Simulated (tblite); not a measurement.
# C7H13NOSi: the cost of one run

The runs use tblite 0.8.0 and PySCF 2.14.0, with density-fitted response routines of our own; the level of theory stands in each step. All values are computed, except where a source is named. Atoms are numbered from 0 throughout.

**1. The starting structure**

23 atoms, charge 0, multiplicity 1; geometry from: force field or distance geometry start.

Bonds of the start (Å): C0–Si1 1.87, Si1–C2 1.88, C2–C3 1.52, C3–C4 1.49, C4–N5 1.15, C2–O6 1.38, O6–C7 1.37, C7–C8 1.51, C8–C9 1.52, C9–C7 1.51, C0–H10 1.10, C0–H11 1.11, C0–H12 1.13, Si1–H13 1.46, Si1–H14 1.46, C2–H15 1.10, C3–H16 1.14, C3–H17 1.08, C7–H18 1.12, C8–H19 1.13, C8–H20 1.08, C9–H21 1.10, C9–H22 1.13.

**2. Relaxing the molecule with GFN2-xTB**

The job: settings as JSON, then the geometry in Å.

```
{"job": {"kind": "relax", "xc": "GFN2-xTB", "basis": "xTB"}, "charge": 0, "multiplicity": 1}
C     -2.462300    -1.335000    -0.995900
Si    -1.370800    -0.058200    -1.817400
C     -0.409700     0.762200    -0.430500
C     -1.427600     1.108800     0.639800
C     -0.633500     1.753500     1.722200
N     -0.005900     2.252500     2.551700
O      0.407400    -0.224100     0.092000
C      1.746600     0.074500     0.104700
C      2.793500    -1.011400     0.163400
C      2.442900    -0.222300     1.412900
H     -2.084400    -1.557800     0.016200
H     -2.468500    -2.295800    -1.547800
H     -3.517400    -0.957500    -0.873700
H     -2.194700     0.881200    -2.575100
H     -0.372300    -0.746300    -2.637000
H      0.131400     1.661500    -0.764900
H     -1.788900     0.143800     1.115900
H     -2.254400     1.727900     0.322200
H      2.022500     1.072400    -0.311700
H      3.814400    -0.742900    -0.231600
H      2.523900    -2.054000     0.093900
H      1.850400    -0.698700     2.204100
H      3.252600     0.492600     1.756800
```

On the command line:

```bash
$ OMP_NUM_THREADS=1 python probes_run.py task.json out
```

One launch serves the whole session: the jobs run in the order shown.

**Question.** How long does this first job take on 1 thread of Arm Neoverse N1, shared host?

About 2.3 s.
